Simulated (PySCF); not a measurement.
**BHBrOF (SMILES OB(F)Br), step by step**

We compute a structure relaxation (HF/ma-def2-SVP), then vibrational wavenumbers, then a single-point energy (CCSD(T)/DZVP), then quasiparticle energies (G0W0@B3LYP5/6-31G) of BHBrOF. 

The results are computed with PySCF 2.14.0.

## (1) The molecule

BHBrOF has 5 atoms, charge 0, and is taken as a singlet. As SMILES, `OB(F)Br`. All atoms were displaced at random from a relaxed shape. The run starts from this shape.

Bond lengths: O1–B2 1.169 Å, B2–F3 1.370 Å, B2–Br4 1.936 Å, O1–H5 1.030 Å. Angles: O1–B2–F3 116.4°, O1–B2–Br4 128.6°, F3–B2–Br4 114.8°, B2–O1–H5 120.4°.

## (2) A geometry optimisation at HF/ma-def2-SVP (run 1)

The input, mol.xyz:

```xyz
5
BBrFHO
O      0.556352     0.759771     0.256386
B      0.054247    -0.287283     0.117785
F      0.520470    -1.296104     0.918487
Br    -1.265207    -0.830902    -1.190703
H      0.220943     1.573284    -0.279871
```

The input, calc.py:

```python
from pyscf import gto
from pyscf.geomopt.geometric_solver import kernel as optimise

mol = gto.Mole()
mol.atom = 'mol.xyz'
mol.verbose = 3
mol.charge = 0
mol.max_memory = 1860
mol.basis = 'ma-def2-svp'
mol.build()

mf = mol.RHF()
converged, mol_eq = optimise(mf, maxsteps=100)
print('converged:', converged)
print(mol_eq.tostring())

mf.reset(mol_eq)
mol = mol_eq
mf.kernel()
etot = mf.e_tot
print('E(%s) = %.9f' % ('HF', etot))
```

Command:

```
$ OMP_NUM_THREADS=1 python calc.py
```

What it wrote:

```text
maxiter                   100
[... 25 lines left out ...]
> Convergence Criteria:
[... 17 lines left out ...]
WARN: Mole.unit (angstrom) is changed to Bohr
[... 11 lines left out ...]
Step    0 : Gradient = 1.786e-01/2.937e-01 (rms/max) Energy = -2771.6290185717
[... 31 lines left out ...]
converged SCF energy = -2771.66612722859
[... 41 lines left out ...]
converged SCF energy = -2771.67028678586
[... 41 lines left out ...]
converged SCF energy = -2771.67032338501
[... 32 lines left out ...]
Converged! =D
[... 1 line left out ...]
converged: True
O           0.55593341        0.86733997        0.27399295
B           0.07516237       -0.36290656        0.13605611
F           0.51093309       -1.31697046        0.91012576
Br         -1.27120525       -0.80449454       -1.19190320
H           0.21598139        1.53579759       -0.30618762
converged SCF energy = -2771.67032370745
E(HF) = -2771.670323707
```

It took 2.4 min on 1 thread of Intel Xeon at 2.50GHz (Skylake/Cascade Lake), shared host; peak memory 0.2 GiB.

Step by step:

```tsv
step	energy from the first frame kept (eV)	largest force (eV/Å)
0	0.0000	15.1052
1	-0.8900	4.1472
2	-1.0098	1.6992
3	-1.1202	0.4083
4	-1.1230	0.1740
5	-1.1234	0.1498
6	-1.1240	0.0285
7	-1.1240	0.0080
```

After the run. Bond lengths: O1–B2 1.328 Å, B2–F3 1.304 Å, B2–Br4 1.942 Å, O1–H5 0.948 Å. Angles: O1–B2–F3 119.7°, O1–B2–Br4 122.2°, F3–B2–Br4 118.1°, B2–O1–H5 117.4°.

## (3) Vibrational wavenumbers at HF/ma-def2-SVP (run 2)

The input, start.xyz:

```xyz
5

O      1.202572     1.481298     0.845335
B      0.721801     0.251051     0.707398
F      1.157572    -0.703012     1.481468
Br    -0.624566    -0.190537    -0.620561
H      0.862620     2.149756     0.265154
```

The input, input.py:

```python
import numpy
from pyscf import gto, scf, symm
from pyscf.hessian import thermo

mol = gto.M(
    atom='start.xyz',
    max_memory=1860,
    verbose=3,
    basis='ma-def2-svp',
    charge=0,
    spin=0,
)

calc0 = scf.RHF(mol)
calc0.kernel()

energy = calc0.e_tot
print(f'total energy: {energy:.8f} hartree')
hess = calc0.Hessian().kernel()
modes = thermo.harmonic_analysis(mol, hess)
print('frequencies (1/cm)', numpy.round(modes['freq_wavenumber'], 1))
symm.geom.TOLERANCE = 1e-3  # for the symmetry number
th = thermo.thermo(calc0, modes['freq_au'], 350, 101325)
thermo.dump_thermo(mol, th)
```

Command:

```
$ OMP_NUM_THREADS=1 python input.py
```

What it wrote:

```text
converged SCF energy = -2771.67032370763
total energy: -2771.67032371 hartree
frequencies (1/cm) [ 312.6  360.1  588.3  610.3  641.1 1008.4 1292.5 1556.  4047.9]
temperature 350.0000 [K]
pressure 101325.00 [Pa]
Rotational constants [GHz] 10.30266 2.82005 2.21403
Symmetry number 1
Zero-point energy (ZPE) 0.02373 [Eh]   62309.698 [J/mol]
                           tot       elec      trans        rot        vib
Entropy [J/mol/K]       304.523      0.000    172.466    110.851     21.206
Cv [J/mol/K]             58.293      0.000     12.472     12.472     33.350
Cp [J/mol/K]             66.607      0.000     20.786     12.472     33.350
Internal energy [J/mol]                      4365.091   4365.091  67237.509
Internal energy [Eh]   -2771.64139  -2771.67032
Enthalpy [J/mol]                             7275.152   4365.091  67237.509
Enthalpy [Eh]          -2771.64028
Gibbs free energy [J/mol]                  -53088.022 -34432.849  59815.485
Gibbs free energy [Eh] -2771.68088
```

Wall time 3.2 min (1 thread of Intel Xeon at 2.50GHz (Skylake/Cascade Lake), shared host); peak memory 0.19 GiB.

## (4) The energy at CCSD(T)/DZVP (run 3)

The input, geometry.xyz:

```xyz
5

O      0.555933     0.867340     0.273993
B      0.075162    -0.362907     0.136056
F      0.510933    -1.316970     0.910126
Br    -1.271205    -0.804495    -1.191903
H      0.215981     1.535798    -0.306188
```

The input, input.py:

```python
from pyscf import gto, cc

mol = gto.M(
    atom='geometry.xyz',
    max_memory=1860,
    basis='dzvp',
    verbose=4,
)

myscf = mol.RHF()
myscf.kernel()

mycc = cc.CCSD(myscf)
mycc.kernel()
e_t = mycc.ccsd_t()
energy = mycc.e_tot + e_t
print('Final energy', energy)
dip = myscf.dip_moment()
pop, q = myscf.mulliken_pop()
```

Command:

```
$ OMP_NUM_THREADS=1 python input.py
```

What it wrote:

```text
PySCF version 2.14.0

[... 59 lines left out ...]
converged SCF energy = -2771.60510118957
[... 11 lines left out ...]
Init t2, MP2 energy = -2772.15134821851  E_corr(MP2) -0.546247028940027
[... 11 lines left out ...]
CCSD converged
[... 2 lines left out ...]
Final energy -2772.177857394167
Dipole moment(X, Y, Z, Debye): -0.22712,  1.92016, -0.85048
[... 77 lines left out ...]
charge of    4H =      0.49732
```

Run time: 82 s. Hardware: 1 thread of Intel Xeon at 2.50GHz (Skylake/Cascade Lake), shared host; peak memory 0.49 GiB.

## (5) Quasiparticle energies at G0W0@B3LYP5/6-31G (run 4)

The input, job.py:

```python
from pyscf import gto, dft, gw

molecule = gto.M(
    atom='''
O      0.555933     0.867340     0.273993
B      0.075162    -0.362907     0.136056
F      0.510933    -1.316970     0.910126
Br    -1.271205    -0.804495    -1.191903
H      0.215981     1.535798    -0.306188
''',
    basis='6-31g',
    spin=0,
    verbose=3,
    max_memory=1860,
    charge=0,
)

ks = dft.RKS(molecule, xc='b3lyp5')
ks.kernel()

e_final = ks.e_tot
print(f'total energy: {e_final:.8f} hartree')

nocc = molecule.nelec[0]
orbs = list(range(max(0, nocc - 4), min(molecule.nao, nocc + 4)))
mygw = gw.GW(ks, freq_int='ac')
mygw.orbs = orbs
mygw.kernel()
print('orbital   mean field (eV)   quasiparticle (eV)')
for p in orbs:
    print('%4d %12.4f %12.4f' % (p + 1, ks.mo_energy[p] * 27.211386, mygw.mo_energy[p] * 27.211386))
```

Command:

```
$ OMP_NUM_THREADS=1 python job.py
```

What it wrote:

```text
converged SCF energy = -2774.17909669196
total energy: -2774.17909669 hartree

WARN: GW QP energies may not be sorted from min to max

orbital   mean field (eV)   quasiparticle (eV)
  26     -10.6424     -12.7361
  27      -9.9896     -12.0143
  28      -8.5652     -10.4217
  29      -8.3949     -10.3433
  30       0.2262       3.5847
  31       1.2295       4.5932
  32       1.3344       4.7341
  33       5.0931       8.4290
```

Wall time 14 s (1 thread of Intel Xeon at 2.50GHz (Skylake/Cascade Lake), shared host); peak memory 0.31 GiB.

## (6) Results

```
                                                                     quantity             value
                               run 1, HF/ma-def2-SVP: total energy at the end    -2771.67032 Eh
                                         run 1, HF/ma-def2-SVP: dipole moment            2.10 D
                                           run 1, HF/ma-def2-SVP: HOMO energy         -11.95 eV
                                           run 1, HF/ma-def2-SVP: LUMO energy           1.13 eV
                                         run 1, HF/ma-def2-SVP: HOMO–LUMO gap          13.08 eV
                            run 2, HF/ma-def2-SVP: lowest harmonic wavenumber          313 cm⁻¹
                           run 2, HF/ma-def2-SVP: highest harmonic wavenumber         4048 cm⁻¹
                                     run 2, HF/ma-def2-SVP: zero-point energy       62.3 kJ/mol
run 2, HF/ma-def2-SVP: ideal-gas entropy at 350 K (symmetry number 1 as used)  72.8 cal/(mol K)
                                            run 3, CCSD(T)/DZVP: total energy    -2772.17786 Eh
                    run 3, CCSD(T)/DZVP: dipole moment (Hartree–Fock density)            2.11 D
                     run 3, CCSD(T)/DZVP: HOMO energy (Hartree–Fock orbitals)         -11.88 eV
                     run 3, CCSD(T)/DZVP: LUMO energy (Hartree–Fock orbitals)           3.93 eV
                   run 3, CCSD(T)/DZVP: HOMO–LUMO gap (Hartree–Fock orbitals)          15.81 eV
                                      run 3, CCSD(T)/DZVP: correlation energy        -572.8 mEh
                                          run 3, CCSD(T)/DZVP: (T) correction        -12.96 mEh
                                           run 3, CCSD(T)/DZVP: T1 diagnostic             0.009
                  run 4, G0W0@B3LYP5/6-31G: ground-state or mean-field energy    -2774.17910 Eh
           run 4, G0W0@B3LYP5/6-31G: dipole moment (B3LYP5 Kohn–Sham density)            2.30 D
            run 4, G0W0@B3LYP5/6-31G: HOMO energy (B3LYP5 Kohn–Sham orbitals)          -8.39 eV
            run 4, G0W0@B3LYP5/6-31G: LUMO energy (B3LYP5 Kohn–Sham orbitals)           0.23 eV
          run 4, G0W0@B3LYP5/6-31G: HOMO–LUMO gap (B3LYP5 Kohn–Sham orbitals)           8.62 eV
                                 run 4, G0W0@B3LYP5/6-31G: quasiparticle HOMO         -10.34 eV
                                 run 4, G0W0@B3LYP5/6-31G: quasiparticle LUMO           3.58 eV
```

What this shows: The optimisation (run 1, HF/ma-def2-SVP) took 7 steps and changed the energy by -1.124 eV. All 9 modes (run 2, HF/ma-def2-SVP) are real, so the shape is a minimum at this level. Mulliken charges (run 2, HF/ma-def2-SVP) run from -0.72 on O1 to +0.54 on H5. Mulliken charges (run 3, CCSD(T)/DZVP) of the mean-field density run from -0.53 on O1 to +0.51 on B2; they depend strongly on the basis. The triples (run 3, CCSD(T)/DZVP) make up 2.3 % of the correlation energy. Mulliken charges (run 4, G0W0@B3LYP5/6-31G) of the mean-field density run from -0.54 on O1 to +0.43 on B2; they depend strongly on the basis.
